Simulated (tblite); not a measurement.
# C2H7F3N2Si: the cost of one run

Computed with tblite 0.8.0 and PySCF 2.14.0, with density-fitted response routines of our own, on a single molecule in the gas phase. Atoms are numbered from 0 throughout.

## Step 1: Starting geometry

15 atoms, charge 0, multiplicity 1; geometry from: force field or distance geometry start.

Bonds of the start (Å): N0–Si1 1.81, Si1–N2 1.78, N2–C3 1.47, C3–C4 1.54, C4–F5 1.41, C4–F6 1.39, C4–F7 1.36, N0–H8 1.03, N0–H9 1.04, Si1–H10 1.44, Si1–H11 1.46, N2–H12 1.05, C3–H13 1.09, C3–H14 1.12.

## Step 2: Optimising the geometry with GFN2-xTB

Job settings and geometry (Å):

```
{"job": {"kind": "relax", "xc": "GFN2-xTB", "basis": "xTB"}, "charge": 0, "multiplicity": 1}
N      2.688100    -0.053400     0.554400
Si     1.514900     0.256900    -0.783800
N     -0.024900     0.675800     0.004200
C     -0.975400    -0.387200    -0.360900
C     -2.283600     0.012300     0.337300
F     -2.599600     1.257800    -0.237400
F     -1.942000     0.203900     1.671200
F     -3.273100    -0.903800     0.189100
H      2.461800     0.546400     1.357700
H      2.755900    -1.069100     0.790300
H      1.967400     1.407400    -1.527300
H      1.340400    -0.924300    -1.632300
H      0.025400     0.757700     1.050300
H     -1.042900    -0.393300    -1.444700
H     -0.616900    -1.379300     0.009900
```

Command:

```
> OMP_NUM_THREADS=1 python probes_run.py task.json out
```

This one command runs all jobs of the session in turn.

Q: Estimate the wall time and peak memory of this first job on 1 thread of Arm Neoverse N1, shared host.

About 1.6 s, with a peak of 0.18 GiB.
